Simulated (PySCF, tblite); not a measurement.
**C2H10F2OSi3: infrared bands and NMR shifts**

Wanted: the infrared bands and NMR shifts of C2H10F2OSi3 (`FC(F)OC([SiH3])([SiH3])[SiH3]`), by calculation.

The runs use tblite 0.8.0 and PySCF 2.14.0, with density-fitted response routines of our own; the level of theory stands in each step. All values are computed, except where a source is named. Atoms are numbered from 0 throughout.

### 1 Starting geometry

18 atoms, charge 0, multiplicity 1; geometry from: GFN2-xTB.

Bonds of the start (Å): F0–C1 1.37, C1–F2 1.35, C1–O3 1.33, O3–C4 1.48, C4–Si5 1.92, C4–Si6 1.92, C4–Si7 1.92, C1–H8 1.10, Si5–H9 1.46, Si5–H10 1.47, Si5–H11 1.46, Si6–H12 1.46, Si6–H13 1.46, Si6–H14 1.47, Si7–H15 1.46, Si7–H16 1.46, Si7–H17 1.46.

### 2 Infrared spectrum with GFN2-xTB

The job: settings as JSON, then the geometry in Å.

```
{"job": {"kind": "ir", "xc": "GFN2-xTB", "basis": "xTB"}, "charge": 0, "multiplicity": 1}
F      2.714001    -0.765451     0.078379
C      1.667357    -0.881625     0.955989
F      2.244662    -1.017491     2.164903
O      0.894771     0.196051     0.957735
C     -0.213075     0.235747    -0.023036
Si     0.442073    -0.098614    -1.794300
Si    -1.571222    -0.984430     0.559336
Si    -0.741288     2.071701     0.203303
H      1.159869    -1.830691     0.708451
H      1.571506     0.776658    -2.084743
H      0.843816    -1.502821    -1.919437
H     -0.685135     0.154337    -2.690253
H     -1.746919    -0.827273     2.001131
H     -2.787327    -0.677532    -0.187086
H     -1.194820    -2.377250     0.280595
H      0.392300     2.925702    -0.143323
H     -1.118892     2.277485     1.600041
H     -1.880435     2.331817    -0.679342
```

**Question.** This job is followed by: GIAO PBE0/pcSseg-1 NMR shielding, non-relativistic, gas phase. Predict these results of the whole session: strongest single infrared mode (GFN2-xTB); zero-point energy (GFN2-xTB); ¹³C shifts against TMS (PBE0/pcSseg-1); ¹H shifts against TMS (PBE0/pcSseg-1, means over atoms taken as alike); ¹⁹F shifts against CFCl3 (PBE0/pcSseg-1, means over atoms taken as alike); ¹⁷O shifts against H2O (PBE0/pcSseg-1); ²⁹Si shifts against TMS (PBE0/pcSseg-1, means over atoms taken as alike).

**Answer**, as computed:

| quantity | value |
| --- | --- |
| strongest single infrared mode (GFN2-xTB) | 781 cm⁻¹, 641 km/mol |
| zero-point energy (GFN2-xTB) | 65.3 kcal/mol |
| ¹³C shifts against TMS (PBE0/pcSseg-1) | 125.1, 56.2 ppm |
| ¹H shifts against TMS (PBE0/pcSseg-1, means over atoms taken as alike) | 6.38, 4.20 ppm |
| ¹⁹F shifts against CFCl3 (PBE0/pcSseg-1, means over atoms taken as alike) | -89.7 ppm |
| ¹⁷O shifts against H2O (PBE0/pcSseg-1) | 95.9 ppm |
| ²⁹Si shifts against TMS (PBE0/pcSseg-1, means over atoms taken as alike) | -65.4 ppm |

**Reading.** All 48 modes are real, so the xTB geometry is a minimum. GFN2-xTB is a fitted tight-binding method: band positions and strengths are rough. Its intensities can rank the bands wrongly. H8 (hydrogen on an sp3 CH bonded to 2 F and O) lies farthest downfield among hydrogen, at 6.38 ppm; its carbon carries F and O, an electronegative neighbour. At PBE0/pcSseg-1: The largest span, 181 ppm, is at F0, F2, where the paramagnetic term is -212 ppm.
